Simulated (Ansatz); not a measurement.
Predict the output of the script below (Ansatz 0.2.0, Python API).

Script `relaxed_scan_c2h4se.py`:
```python
import ansatz
import numpy as np

geometry = (
    ansatz.Crystal.molecule()
    .atom("C", [-0.5983, 0.5929, 0.0001])
    .atom("C", [0.4245, -0.3706, 0.217])
    .atom("Se", [2.1088, -1.9748, 0.554])
    .atom("H", [-1.4974, 0.1345, -0.3499])
    .atom("H", [-0.3196, 1.3514, -0.8079])
    .atom("H", [-0.8497, 1.1986, 0.9318])
    .atom("H", [0.793, -1.0, -0.5908])
)

setup = (
    geometry.calculation()
    .basis(gaussian="def2-SVP")
    .functional("pbe0")
)
symbols = [site.symbol for site in geometry.cartesian_sites]
pairs = [(0, 1), (0, 3), (0, 4), (0, 5), (1, 2), (1, 6)]
print("held (A)   E (eV)        ", "  ".join(f"{symbols[i]}{i}-{symbols[j]}{j}" for i, j in pairs))
for length in [2.16, 2.35, 2.54, 2.82, 3.17]:
    r = setup.relax(constraints=[ansatz.DistanceConstraint((1, 2), at=length)], force_tolerance=0.02, max_steps=60).run().report
    xyz = np.array(r["positions_ang"])
    print(f"{length:6.2f} {r['free_energy_ev']:14.5f}  ", "  ".join(f"{np.linalg.norm(xyz[i] - xyz[j]):.3f}" for i, j in pairs))
```

```console
$ python relaxed_scan_c2h4se.py
held (A)   E (eV)         C0-C1  C0-H3  C0-H4  C0-H5  C1-Se2  C1-H6
DeckWarning: relax.constraints: the input's atoms, or those drawn, lie off the distances that are held; a relaxation that starts there is brought onto them ahead of its first SCF, by positions alone, an atom by 9.51e-2 Å at the most. With the symmetry detection on, the symmetry is detected on the input's atoms as so [...]
  2.16   -67466.56514   1.459  1.108  1.108  1.097  2.160  1.096
  2.35   -67465.51219   1.452  1.109  1.109  1.097  2.350  1.096
  2.54   -67464.52981   1.446  1.110  1.110  1.097  2.540  1.096
  2.82   -67463.32613   1.441  1.112  1.111  1.098  2.820  1.100
  3.17   -67462.35177   1.429  1.128  1.104  1.100  3.170  1.106
```
(Warnings from the package without file and line, shortened, repeats left out.)

What to keep in mind:
- Total energies depend on the basis set; only differences at equal settings carry meaning.
- The energies are electronic: no zero-point or thermal terms, and the basis set is short of its limit.
- Wall time of the script: 3.1 min on 1 thread of Arm Neoverse V1 (shared host), peak memory 0.26 GiB.
